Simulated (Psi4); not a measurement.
# BCl3 (boron trichloride) at r2SCAN/cc-pVQZ (density fitting, sweep point 6)

What is the vertical ionisation energy of BCl3 (boron trichloride) at r2SCAN/cc-pVQZ (density fitting, sweep point 6)? 

Program for the calculation: Psi4 1.11.

## 1. Starting point

The species is BCl3 (4 atoms), meant as a singlet with charge 0. SMILES: `ClB(Cl)Cl`. Geometry: relaxed at PBE0-D4/def2-TZVP.

Bond lengths: Cl1–B2 1.737 Å, B2–Cl3 1.737 Å, B2–Cl4 1.737 Å. Angles: Cl1–B2–Cl3 120.0°, Cl1–B2–Cl4 120.0°, Cl3–B2–Cl4 120.0°.

## 2. A single-point energy at r2SCAN/cc-pVQZ (density fitting, sweep point 6)

Contents of bcl3.inp:

```
memory 1.6 GB

molecule system {
  Cl    -0.48739816     0.97593016     3.09601390
  B      0.00000000     0.00000000    -0.00001890
  Cl     1.78014091    -2.68919366    -0.61227126
  Cl    -1.29276164     1.71324460    -2.48370484
  units au
  symmetry c1
}

set basis cc-pVQZ
set reference rks
set puream true
set scf_type df
set dft_radial_points 99
set dft_spherical_points 590

E = energy("r2scan")
```

Started as:

```bash
$ psi4 -i bcl3.inp -o bcl3.out -n 1
```

bcl3.out:

```text
[...]
  Running in c1 symmetry.
[...]
  Nuclear repulsion =  230.173161837595160
[...]
  Multiplicity = 1
[...]
  Nalpha       = 28
  Nbeta        = 28
[...]
    Number of basis functions: 232
[...]
   @DF-RKS iter   1: -1405.43804343375359    8.55801e-02   2.19073e-03 ADIIS/DIIS
[...]
   @DF-RKS iter   7: -1405.55016546769116   -9.68639e-08   1.06590e-07 DIIS
[...]
    Orbital Energies [Eh]
    ---------------------
    Doubly Occupied:
       1A   -101.241060     2A   -101.241059     3A   -101.241057
       4A     -9.398171     5A     -9.398171     6A     -9.398169
       7A     -7.140956     8A     -7.140955     9A     -7.140953
      10A     -7.136567    11A     -7.136566    12A     -7.136564
      13A     -7.134427    14A     -7.134426    15A     -7.134424
      16A     -6.775636    17A     -0.861176    18A     -0.811579
      19A     -0.811574    20A     -0.504878    21A     -0.433689
      22A     -0.433686    23A     -0.388234    24A     -0.328990
      25A     -0.328988    26A     -0.325934    27A     -0.325931
      28A     -0.295266
[...]
  @DF-RKS Final Energy: -1405.55016546769116
   => Energetics <=
    Nuclear Repulsion Energy =            230.1731618375951598
    One-Electron Energy =               -2397.6263043272183495
    Two-Electron Energy =                 850.6548154369677377
    DFT Exchange-Correlation Energy =     -88.7518384150358628
    Empirical Dispersion Energy =           0.0000000000000000
    VV10 Nonlocal Energy =                  0.0000000000000000
    Total Energy =                      -1405.5501654676911585
[...]
 Multipole Moments:
 ------------------------------------------------------------------------------------
     Multipole            Electronic (a.u.)      Nuclear  (a.u.)        Total (a.u.)
 ------------------------------------------------------------------------------------
 L = 1.  Multiply by 2.5417464519 to convert [e a0] to [Debye]
 Dipole X            :         -0.0000184           -0.0000020           -0.0000204
 Dipole Y            :          0.0000324           -0.0000020            0.0000304
 Dipole Z            :         -0.0000645            0.0000100           -0.0000545
 Magnitude           :                                                    0.0000657
[...]
```

Run time: 29 s. Hardware: 1 thread of Intel Xeon 6975P-C (Granite Rapids), shared host; peak memory 1.3 GiB.

## 3. The doublet cation at the same level

Contents of calc.inp:

```
memory 1600 MB

molecule {
  1 2
  Cl    -0.48739816     0.97593016     3.09601390
  B      0.00000000     0.00000000    -0.00001890
  Cl     1.78014091    -2.68919366    -0.61227126
  Cl    -1.29276164     1.71324460    -2.48370484
  units au
  symmetry c1
}

set {
  basis cc-pVQZ
  reference uks
  puream true
  scf_type df
  dft_radial_points 99
  dft_spherical_points 590
  maxiter 100
}

E = energy("r2scan")
print_variables()
```

Started as:

```bash
$ psi4 calc.inp calc.out -n 1
```

calc.out:

```text
[...]
  Running in c1 symmetry.
[...]
  Nuclear repulsion =  230.173161837595160
[...]
  Multiplicity = 2
[...]
  Nalpha       = 28
  Nbeta        = 27
[...]
    Number of basis functions: 232
[...]
   @DF-UKS iter   1: -1405.08373315820768    4.39890e-01   1.67704e-03 ADIIS/DIIS
[...]
   @DF-UKS iter  10: -1405.14401917993382   -3.56085e-07   5.60782e-08 DIIS
[...]
   @S^2 Observed:                7.537022040E-01
[...]
    Orbital Energies [Eh]
    ---------------------
    Alpha Occupied:
       1A   -101.505914     2A   -101.505913     3A   -101.505913
       4A     -9.658885     5A     -9.658885     6A     -9.658884
       7A     -7.401966     8A     -7.401966     9A     -7.401964
      10A     -7.400397    11A     -7.400396    12A     -7.400395
      13A     -7.395325    14A     -7.395324    15A     -7.395324
      16A     -7.009464    17A     -1.109669    18A     -1.062741
      19A     -1.062737    20A     -0.741977    21A     -0.674272
      22A     -0.674270    23A     -0.619384    24A     -0.582011
      25A     -0.582009    26A     -0.560385    27A     -0.560383
      28A     -0.555214
    Alpha Virtual:
[...]
  @DF-UKS Final Energy: -1405.14401917993382
   => Energetics <=
    Nuclear Repulsion Energy =            230.1731618375951598
    One-Electron Energy =               -2383.5910539423639420
    Two-Electron Energy =                 836.6580173164936696
    DFT Exchange-Correlation Energy =     -88.3841443916587508
    Empirical Dispersion Energy =           0.0000000000000000
    VV10 Nonlocal Energy =                  0.0000000000000000
    Total Energy =                      -1405.1440191799338209
[...]
 Multipole Moments:
 ------------------------------------------------------------------------------------
     Multipole            Electronic (a.u.)      Nuclear  (a.u.)        Total (a.u.)
 ------------------------------------------------------------------------------------
 L = 1.  Multiply by 2.5417464519 to convert [e a0] to [Debye]
 Dipole X            :         -0.0000037           -0.0000020           -0.0000057
 Dipole Y            :          0.0000126           -0.0000020            0.0000106
 Dipole Z            :         -0.0000288            0.0000100           -0.0000187
 Magnitude           :                                                    0.0000223
[...]
```

Wall time 59 s (1 thread of Intel Xeon 6975P-C (Granite Rapids), shared host); peak memory 1.3 GiB.

## 4. What came out

Level: r2SCAN/cc-pVQZ (density fitting, sweep point 6).

```
                                          quantity           value
                        singlet BCl3: total energy  -1405.55017 Eh
                       singlet BCl3: dipole moment          0.00 D
                         singlet BCl3: HOMO energy        -8.03 eV
                         singlet BCl3: LUMO energy        -2.36 eV
                       singlet BCl3: HOMO–LUMO gap         5.68 eV
                      doublet cation: total energy  -1405.14402 Eh
doublet cation: HOMO energy (highest over α and β)       -15.05 eV
 doublet cation: LUMO energy (lowest over α and β)       -14.08 eV
                              doublet cation: ⟨S²⟩           0.754
vertical ionisation energy (to the doublet cation)       11.052 eV
```

The vertical ionisation energy comes to 11.05 eV (1066 kJ/mol). The negative HOMO energy of the first species, 8.03 eV, lies 3.02 eV below that difference.
